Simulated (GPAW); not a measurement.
Write an ASE script for GPAW 26.7.0 that does the following.

* Task: single point
* Functional: PBEsol
* Potentials or basis: PAW data sets generated in the run's folder for this functional
* Cutoff: 600 eV
* Basis: pw
* k mesh: 6 × 10 × 6
* Occupations: fermi-dirac, width 0.05 eV
* Spin: no spin polarisation
* Maxiter: 150

The system is TiPd.

```
Pd Ti
1.0
     4.57045    0.00000    0.00000
     0.00000    2.77509    0.00000
     0.00000    0.00000    4.87578
Pd Ti
2 2
Direct
  0.75000 0.50000 0.81340
  0.25000 0.50000 0.18660
  0.75000 0.00000 0.29752
  0.25000 0.00000 0.70248
```

The cell comes from a database or a generator and needn't be the stable form of this composition.

These files were run (other wordings do the same):

run.py

```python
from ase import Atoms
from ase.dft.bandgap import bandgap
from ase.io import write
from ase.units import Bohr, GPa
from gpaw import GPAW, PW, setup_paths
from gpaw.elf import elf_from_dft_calculation

setup_paths.insert(0, '.')

atoms = Atoms(['Pd', 'Pd', 'Ti', 'Ti'],
              cell=[[4.57045186, 0.0, 0.0],
                    [0.0, 2.77508999, 0.0],
                    [0.0, 0.0, 4.8757813]],
              scaled_positions=[[0.75, 0.5, 0.81339552],
                                [0.25, 0.5, 0.18660448],
                                [0.75, 0.0, 0.29752214],
                                [0.25, 0.0, 0.70247786]],
              pbc=True)

calc = GPAW(mode=PW(600),
            xc='PBEsol',
            kpts={'size': (6, 10, 6), 'gamma': True},
            occupations={'name': 'fermi-dirac', 'width': 0.05},
            nbands=49,
            convergence={'density': 1e-05, 'energy': 1e-05},
            maxiter=150,
            txt='gpaw.txt')
atoms.calc = calc
energy = atoms.get_potential_energy()
forces = atoms.get_forces()
stress = atoms.get_stress()
calc.write('gs.gpw')
write('result.traj', atoms)
print(f'Energy: {energy:.6f} eV')
print('Forces (eV/A):')
print(forces.round(4))
print('Stress (GPa):', (stress / GPa).round(3))
print('Fermi level:', round(calc.get_fermi_level(), 4), 'eV')
print(f'Gap: {bandgap(calc)[0]:.4f} eV, direct: {bandgap(calc, direct=True)[0]:.4f} eV')

# fields on the real-space grid
write('density.cube', atoms, data=calc.get_pseudo_density() * Bohr**3)
write('potential.cube', atoms, data=calc.get_electrostatic_potential())
write('elf.cube', atoms, data=elf_from_dft_calculation(calc).data)
```

Potentials or basis: PAW data sets generated in the run's folder for this functional, pw.

Command:

```sh
$ gpaw-setup -f PBEsol Pd Ti
$ OMP_NUM_THREADS=1 python run.py
```

Results of the run:

```
Pressure               : -3.9 GPa
Largest force          : 0.007 eV/Å
Band gap on the k mesh : none (metal or under the smearing width)
```

Run time: 5.1 min on 1 thread of Arm Neoverse V1, on a shared host, peak memory 0.39 GiB.
